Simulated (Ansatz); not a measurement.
# MoCl+ (triplet): the correlation ladder, def2-TZVPP

An exercise on one series of results from a longer session: the logs are not shown, and one member is left open.

The runs use Ansatz 0.2.0, Gaussian basis; def2-TZVPP, core rule «outside noble gas», up to 9 orbitals frozen.

To be run: UHF; ROHF; CCSD(T) on UHF.

2 further runs of the same task are left out: 2 set aside as unsound or not needed.

## The system

The geometry is a PBE0/def2-TZVP stationary point (not a proven minimum) of the parent state, kept for this charge and spin. No spin-orbit coupling is included. Elements past krypton take def2 core potentials.

2 atoms, charge 1, spin multiplicity 3.

Atoms are counted from 1 here; the program's logs count them from 0.

Bond lengths: Mo1–Cl2 2.165 Å.

Set-up of the first run:

in.yaml reads:

```yaml
crystal:
  periodic: [false, false, false]
  atoms:
    - {symbol: Mo, position_ang: [0.000000, 0.000000, 0.000000]}
    - {symbol: Cl, position_ang: [0.000000, 0.000000, 2.165200]}
basis:
  gaussian: {orbitals: def2-TZVPP}
total_charge: 1
magnetization: {spin_polarized: true, initial_magnetization: 2}
hamiltonian: {xc: hf}
output: {orbitals: {seedname: orbitals}}
```

Run with:

```bash
$ ansatz run in.yaml --threads 1 --pin off --events-out ev --progress --plain --max-ram 3968MiB --backend cpu
```

Among the steps run: UHF; ROHF; CCSD(T) on UHF.

One of the session's tables, all rows but one given; the rest of the session is left out.

It belongs to the step «Misses and costs». 

| method | from UCCSD(T) (meV) |
| --- | --- |
| ROHF | ? |
| UMP2 | +2127.6 |
| UCCSD | +968.3 |
| UCCSD(T) | 0 |

Estimate the missing values for ROHF.

**Answer.** from UCCSD(T) (meV): +10235.9. In the column «from UCCSD(T) (meV)» it is the highest.

Left out of the table: UHF (another determinant or state than the rows shown).

The program flags UCCSD(T) as in doubt (see the logs), so the zero of the table is itself unsure.

Limits of these values: The determinant is far from a pure spin state, so its energy mixes those of several spin states (harmless only where they are near-degenerate, as at dissociation). The program flags UCCSD(T) as in doubt, so the zero of the table is itself unsure. Warnings: spin contamination; coupled cluster took another determinant than the lowest.
